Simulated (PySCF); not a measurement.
# CH8OSi2 (SMILES CO[SiH2][SiH3]) at 4 levels

We compute a comparison of 4 runs (B3LYP/6-31G*, SVWN5/def2-SVPD, B2PLYP/pcseg-2) of CH8OSi2. The job is set up through a Python script.

The calculation is run with PySCF 2.14.0.

## (1) The structure to begin with

CH8OSi2 has 12 atoms, charge 0, and is taken as a singlet. As SMILES, `CO[SiH2][SiH3]`. The shape is that of a PBE0-D4/def2-TZVP optimisation. This is one conformer, not always the lowest.

Bond lengths: C1–O2 1.409 Å, O2–Si3 1.647 Å, Si3–Si4 2.337 Å, C1–H5 1.091 Å, C1–H6 1.096 Å, C1–H7 1.096 Å, Si3–H8 1.494 Å, Si3–H9 1.494 Å, Si4–H10 1.489 Å, Si4–H11 1.487 Å, Si4–H12 1.487 Å. Some angles: C1–O2–Si3 122.2°, O2–Si3–Si4 107.0°, O2–C1–H5 108.3°, O2–C1–H6 111.4°, O2–C1–H7 111.4°, O2–Si3–H8 110.4°, O2–Si3–H9 110.4°, Si4–Si3–H8 111.2°, Si4–Si3–H9 111.2°, Si3–Si4–H10 109.1°.

## (2) Energy and forces at B3LYP/6-31G(d) (spherical functions) (run 1)

run.py

```python
# CO[SiH2][SiH3]
from pyscf import gto, dft

molecule = gto.Mole()
molecule.atom = '''
C       -0.061500       2.228300       0.510900
O        0.254100       0.855200       0.547500
Si      -0.369600      -0.219300      -0.534400
Si       0.496300      -2.320500       0.011400
H        0.471600       2.724200       1.323700
H       -1.136500       2.395500       0.645800
H        0.246300       2.684400      -0.437400
H       -1.862600      -0.216400      -0.471000
H       -0.002100       0.171700      -1.929000
H       -0.040300      -3.331600      -0.940900
H        0.100600      -2.709100       1.391200
H        1.980400      -2.317600      -0.083800
'''
molecule.basis = '6-31g*'
molecule.max_memory = 1860
molecule.charge = 0
molecule.verbose = 4
molecule.build()

mf = dft.RKS(molecule)
mf.xc = 'b3lyp'
mf.conv_tol = 1e-10
mf.grids.level = 5
mf.kernel()
if not mf.converged:
    mf = mf.newton().run(mf.mo_coeff, mf.mo_occ)

energy = mf.e_tot
print('Final energy', energy)
grad = mf.nuc_grad_method().kernel()
dip = mf.dip_moment()
pop, q = mf.mulliken_pop()
```

Run with:

```
$ OMP_NUM_THREADS=1 python run.py
```

What it wrote:

```text
PySCF version 2.14.0

[... 80 lines left out ...]
converged SCF energy = -697.139382277167
Final energy -697.1393822771665
[... 12 lines left out ...]
Dipole moment(X, Y, Z, Debye): -0.48988,  1.05333, -0.34404
[... 93 lines left out ...]
charge of   11H =     -0.05060
```

It took 33 s on 1 thread of Arm Neoverse V2, shared host; peak memory 0.79 GiB.

## (3) Energy and gradient at B3LYP/6-31G(d) (Cartesian functions) (run 2)

run.py

```python
from pyscf import gto, dft

mol = gto.M(
    atom='''
C   -0.061500   2.228300   0.510900
O    0.254100   0.855200   0.547500
Si  -0.369600  -0.219300  -0.534400
Si   0.496300  -2.320500   0.011400
H    0.471600   2.724200   1.323700
H   -1.136500   2.395500   0.645800
H    0.246300   2.684400  -0.437400
H   -1.862600  -0.216400  -0.471000
H   -0.002100   0.171700  -1.929000
H   -0.040300  -3.331600  -0.940900
H    0.100600  -2.709100   1.391200
H    1.980400  -2.317600  -0.083800
''',
    cart=True,
    charge=0,
    spin=0,
    basis='6-31g*',
    verbose=4,
    max_memory=1860,
)

mf = dft.RKS(mol)
mf.xc = 'b3lyp'
mf.grids.level = 5
mf.conv_tol = 1e-10
mf.kernel()
if not mf.converged:
    mf = mf.newton().run(mf.mo_coeff, mf.mo_occ)

etot = mf.e_tot
print('Final energy', etot)
grad = mf.nuc_grad_method().kernel()
dip = mf.dip_moment()
pop, q = mf.mulliken_pop()
```

Run with:

```
$ OMP_NUM_THREADS=1 python run.py
```

What it wrote:

```text
PySCF version 2.14.0

[... 81 lines left out ...]
converged SCF energy = -697.144680776237
Final energy -697.144680776237
[... 12 lines left out ...]
Dipole moment(X, Y, Z, Debye): -0.49214,  1.05116, -0.34750
[... 97 lines left out ...]
charge of   11H =     -0.05022
```

Wall time 34 s (1 thread of Arm Neoverse V2, shared host); peak memory 0.83 GiB.

Run 3 isn't shown in full; the table further down has it.

## (4) A single-point energy at B2PLYP/pcseg-2 (run 4)

calc.py

```python
from pyscf import gto, dft, mp

mol = gto.M(
    atom='''
C     -0.061500     2.228300     0.510900
O      0.254100     0.855200     0.547500
Si    -0.369600    -0.219300    -0.534400
Si     0.496300    -2.320500     0.011400
H      0.471600     2.724200     1.323700
H     -1.136500     2.395500     0.645800
H      0.246300     2.684400    -0.437400
H     -1.862600    -0.216400    -0.471000
H     -0.002100     0.171700    -1.929000
H     -0.040300    -3.331600    -0.940900
H      0.100600    -2.709100     1.391200
H      1.980400    -2.317600    -0.083800
''',
    verbose=4,
    charge=0,
    basis='pcseg-2',
    max_memory=1860,
)

myscf = dft.RKS(mol)
myscf.xc = '0.53*HF + 0.47*B88, 0.73*LYP'
myscf.grids.level = 5
myscf.conv_tol = 1e-10
myscf.kernel()
if not myscf.converged:
    myscf = myscf.newton().run(myscf.mo_coeff, myscf.mo_occ)

pt = mp.MP2(myscf, frozen=12).run()
e_final = myscf.e_tot + 0.27 * pt.e_corr
print('PT2 part  %.8f' % (0.27 * pt.e_corr))
print('E(%s) = %.9f' % ('B2PLYP', e_final))
dip = myscf.dip_moment()
pop, q = myscf.mulliken_pop()
```

Run with:

```
$ OMP_NUM_THREADS=1 python calc.py
```

What it wrote:

```text
PySCF version 2.14.0

[... 82 lines left out ...]
converged SCF energy = -696.661328005978
[... 10 lines left out ...]
Dipole moment(X, Y, Z, Debye): -0.47321,  1.05993, -0.32102
[... 253 lines left out ...]
charge of   11H =     -0.15891
```

Run time: 4.7 min. Hardware: 1 thread of Arm Neoverse V2, shared host; peak memory 1.8 GiB.

## (5) All runs side by side

| run | level | Cartesian functions | task | energy (Eh) | dipole moment (D) | HOMO energy (eV) | LUMO energy (eV) | wall time |
| --- | --- | --- | --- | --- | --- | --- | --- | --- |
| 1 | B3LYP/6-31G* (spherical functions) | no | gradient | -697.139382 | 1.21 | -7.68 | 0.02 | 33 s |
| 2 | B3LYP/6-31G* (Cartesian functions) | yes | gradient | -697.144681 | 1.21 | -7.68 | 0.01 | 34 s |
| 3 | SVWN5/def2-SVPD | no | gradient | -693.596516 | 1.06 | -6.78 | -1.24 | 55 s |
| 4 | B2PLYP/pcseg-2 | no | energy | -696.875424 | 1.20 | -9.17 | 0.92 | 4.7 min |

## (6) Outcome

| quantity | value |
| --- | --- |
| run 4: total energy | -696.87542 Eh |
| run 4: dipole moment (SCF part) | 1.20 D |
| run 4: HOMO energy (SCF part's orbitals) | -9.17 eV |
| run 4: LUMO energy (SCF part's orbitals) | 0.92 eV |
| run 4: HOMO–LUMO gap (SCF part's orbitals) | 10.09 eV |

The dipole moment (its size) runs from 1.06 D (SVWN5/def2-SVPD) to 1.21 D (B3LYP/6-31G*). The two ends differ in method and basis. The HOMO–LUMO gap runs from 5.54 eV (SVWN5/def2-SVPD) to 10.09 eV (B2PLYP/pcseg-2). A double hybrid's value is that of its SCF part. Totals of different functionals can't be ranked against each other. All runs together took 6.7 min, the longest 4.7 min.
